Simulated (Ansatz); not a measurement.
This script makes vertical spin-state energies of Cl3HNNb, SMILES [NH]=[Nb]([Cl])([Cl])[Cl] with the Ansatz DFT code, driven from Python.

`spin_cl3hnnb.py`
```python
# -*- coding: utf-8 -*-
"""Gap between spin states of Cl3HNNb at one geometry."""

import ansatz as az

GEOMETRY = """
N    -0.70500    0.33830    1.35660
Nb    0.10070   -0.25620   -0.23060
Cl    1.88120   -1.70480    0.36410
Cl   -1.40340   -1.45050   -1.57260
Cl    0.95960    1.59960   -1.49930
H    -0.79100    1.40960    1.53580
"""

mol = az.Crystal.molecule()
for line in GEOMETRY.strip().splitlines():
    symbol, *xyz = line.split()
    mol = mol.atom(symbol, [float(v) for v in xyz])

setup = (
    mol.calculation()
    .basis(gaussian="def2-TZVP")
    .functional("pbe0")
)
found = {}
for unpaired in [0, 2]:
    report = setup.spin("collinear", total=unpaired).run(threads=1).report
    s = unpaired / 2
    found[unpaired] = report["free_energy_ev"]
    print(f"2S+1 = {unpaired + 1}: E = {found[unpaired]:.5f} eV, <S^2> = {abs(report['mean_field']['state']['spin_squared']):.3f} (pure state {s * (s + 1):.2f})")
lowest = min(found, key=found.get)
for unpaired, e in found.items():
    print(f"multiplicity {unpaired + 1}: {23.060548 * (e - found[lowest]):.1f} kcal/mol above the lowest")
```

Which spin state is lowest at this geometry, and how far above lie the others?

In order: multiplicity 1 (+0.00 eV) and multiplicity 3 (+2.39 eV), all at the one geometry.

What the script printed:

```console
$ python spin_cl3hnnb.py
2S+1 = 1: E = -40617.53579 eV, <S^2> = 0.000 (pure state 0.00)
2S+1 = 3: E = -40615.14694 eV, <S^2> = 2.007 (pure state 2.00)
multiplicity 1: 0.0 kcal/mol above the lowest
multiplicity 3: 55.1 kcal/mol above the lowest
```

What to keep in mind:
- These settings explore the input space; basis and method may be short of convergence.
- The geometry is a force-field or estimated start, not a minimum of this method, and the basis set is short of its limit. All parts are taken at fixed geometry, without zero-point energy.
- def2 sets replace the cores of elements past krypton by effective core potentials.
- Spin-orbit coupling, which mixes and shifts the spin states of heavy atoms, is left out.
- Finished in 70 s on 1 thread of Intel(R) Xeon(R) 6975P-C (Granite Rapids), with other jobs on the host, peak memory 1.1 GiB.

(A comment or docstring line of the script was reworded after the run, the code is as it ran; lines on the test bed's own set-up are left out of the output.)
